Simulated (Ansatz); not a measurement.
3 structures of SrMg3: a ranking of polymorphs by energy, run with Ansatz 0.2.0, Python API.

`polymorphs.py`:
```python
import csv
import logging
import sys
import warnings

import ansatz as az
import numpy as np
import spglib

logging.basicConfig(stream=sys.stdout, format='[%(levelname)s] %(message)s')
log = logging.getLogger('ansatz_job')
log.setLevel(logging.INFO)

PHASES = {
    'P-6m2': (
        [(3.56868177, 0.0, 0.0), (-1.78434088, 3.09056907, 0.0), (0.0, 0.0, 10.942393)],
        [
            ('Sr', (2 / 3, 1 / 3, 0.5)),
            ('Mg', (2 / 3, 1 / 3, 0.0)),
            ('Mg', (0.0, 0.0, 0.22818)),
            ('Mg', (0.0, 0.0, 0.77182)),
        ],
    ),
    'I4/mmm': (
        [(-2.72145133, 2.72145133, 3.83539878), (2.72145133, -2.72145133, 3.83539878), (2.72145133, 2.72145133, -3.83539878)],
        [
            ('Sr', (0.0, 0.0, 0.0)),
            ('Mg', (0.5, 0.5, 0.0)),
            ('Mg', (0.75, 0.25, 0.5)),
            ('Mg', (0.25, 0.75, 0.5)),
        ],
    ),
    'Pm-3m': (
        [(4.942526, 0.0, 0.0), (0.0, 4.942526, 0.0), (0.0, 0.0, 4.942526)],
        [
            ('Sr', (0.0, 0.0, 0.0)),
            ('Mg', (0.5, 0.5, 0.0)),
            ('Mg', (0.5, 0.0, 0.5)),
            ('Mg', (0.0, 0.5, 0.5)),
        ],
    ),
}


def build(vectors, sites):
    crystal = az.Crystal(lattice=az.Lattice.of(vectors))
    for symbol, position in sites:
        crystal = crystal.atom(symbol, position)
    return crystal


def run_phase(name, crystal):
    calc = (
        crystal.calculation()
        .functional('r2SCAN')
        .accuracy('medium')
        .scf(tolerance=1e-06, algorithm='direct_min')
        .basis(550)
        .kpoints(spacing=0.3)
        .occupations('gaussian', width=0.1)
        .stress()
        .band_table()
    )
    calc = calc.relax(force_tolerance=0.01, max_steps=40, cell=True)
    return calc.run()


def space_group(outcome):
    sites = outcome.report['lattice']['sites']
    kinds = sorted({site['symbol'] for site in sites})
    cell = (outcome.lattice.cell_ang, [site['position_frac'] for site in sites], [kinds.index(site['symbol']) for site in sites])
    return spglib.get_spacegroup(cell, symprec=0.01)


def volume_per_atom(outcome):
    return abs(np.linalg.det(outcome.lattice.cell_ang)) / len(outcome.lattice.sites)


def pressure_gpa(outcome):
    return float(np.trace(outcome.report['stress_gpa']) / 3)

warnings.simplefilter('ignore')

phases = {name: build(*cell) for name, cell in PHASES.items()}

done = {name: run_phase(name, crystal) for name, crystal in phases.items()}

energy = {name: o.report['energy_sigma0_ev'] / len(o.lattice.sites) for name, o in done.items()}
lowest = min(energy.values())
rows = [(name, len(o.lattice.sites), 1000 * (energy[name] - lowest), space_group(o), volume_per_atom(o), pressure_gpa(o)) for name, o in done.items()]
rows.sort(key=lambda row: row[2])
with open('polymorphs.csv', 'w', newline='') as handle:
    writer = csv.writer(handle)
    writer.writerow(['phase', 'atoms', 'dE (meV/atom)', 'space group', 'V (A^3/atom)', 'P (GPa)'])
    writer.writerows([round(v, 4) if isinstance(v, float) else v for v in row] for row in rows)
print(open('polymorphs.csv').read())
print('lowest in energy:', rows[0][0])
```

Which of these structures comes out lowest, and how far apart are they?

By space group at the end of each run: Fm-3m (+0 meV an atom, 28.3 Å³), Pm-3m (+70 meV an atom, 30.2 Å³) and P-6m2 (+218 meV an atom, 29.1 Å³).

What the script printed:

Running `python polymorphs.py` prints:
```text
phase,atoms,dE (meV/atom),space group,V (A^3/atom),P (GPa)
I4/mmm,4,0.0,I4/mmm (139),28.322,-0.0321
Pm-3m,4,69.6165,Pm-3m (221),30.2366,0.0186
P-6m2,4,217.8441,P-6m2 (187),29.0985,0.0129

lowest in energy: I4/mmm
```

Notes:
- These settings explore the input space; cutoff and mesh may be short of convergence.
- The program warned that this SCF threshold is loose for forces or stresses.
- Pressure is positive in compression.
- The cells come from databases of deposited and of computed structures, and not all need be stable phases.
- The ranking holds among these structures alone, at zero temperature; the ground state may be another structure. Differences under about 40 meV an atom lie within the error of mesh and functional.
- The script silences warnings, which a real study should read.
- Wall time of the script: 4.7 min on 1 thread of Arm Neoverse V1, on a shared host, peak memory 0.91 GiB.
